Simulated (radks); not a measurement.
# Er in [Kr] 4d10 4f12 5s1.75 5p6 6s2 7s0.25: an all-electron calculation

An exercise on one series of results from a longer session: the logs are not shown, and one member is left open.

The numbers are computed with radks (a radial shooting solver on a logarithmic mesh, Libxc functionals) version 1 (scalar-relativistic Kohn-Sham, PBEsol, spin-unpolarised, spherical densities, point nucleus), except any that are marked as measured or tabulated.

## Starting point

| Item | Value |
| --- | --- |
| element | erbium (Z = 68) |
| charge | 0 |
| electrons | 68 |
| configuration | [Kr] 4d10 4f12 5s1.75 5p6 6s2 7s0.25 |

Set-up of the first run:

Settings of this run:

```text
Z 68
configuration [Kr] 4d10 4f12 5s1.75 5p6 6s2 7s0.25 6p0
relativity scalar-relativistic
functional pbe_sol,pbe_sol
spin unpolarised
nucleus point
c 137.035999084
```

The run is started by

```bash
python run_ks.py task.json out
```

The same process makes all the runs of this session.

One table of the session follows, with a row left open; its other results are not shown here.

It belongs to the step «Radial structure». Sizes of the orbitals, from the radial functions (bohr):

```
level      <r>  outermost maximum (interpolated)  90 % within  nodes
   1s  0.02037                            0.0129       0.0369      0
   2s  0.08648                            0.0732        0.134      1
   2p  0.07673                            0.0596        0.125      0
   3s   0.2254                             0.207        0.330      2
   3p   0.2246                             0.204        0.336      1
   3d   0.2038                             0.166        0.317      0
   4s   0.5083                             0.474        0.730      3
   4p   0.5393                             0.495        0.785      2
   4d   0.5840                             0.512        0.879      1
   5s    1.250                              1.11         1.81      4
   5p    1.487                              1.27         2.20      3
   4f        ?                                 ?            ?      ?
   6s    3.810                              3.25         5.62      5
   6p    5.460                              4.40         8.34      4
   7s    12.81                              11.9         18.4      6
```

Q: Estimate the row for 4f from the others.

**Answer.** <r>: 0.8222; outermost maximum (interpolated): 0.509; 90 % within: 1.44; nodes: 0. In the column «<r>» it lies between 4d (0.5840) and 5s (1.250).
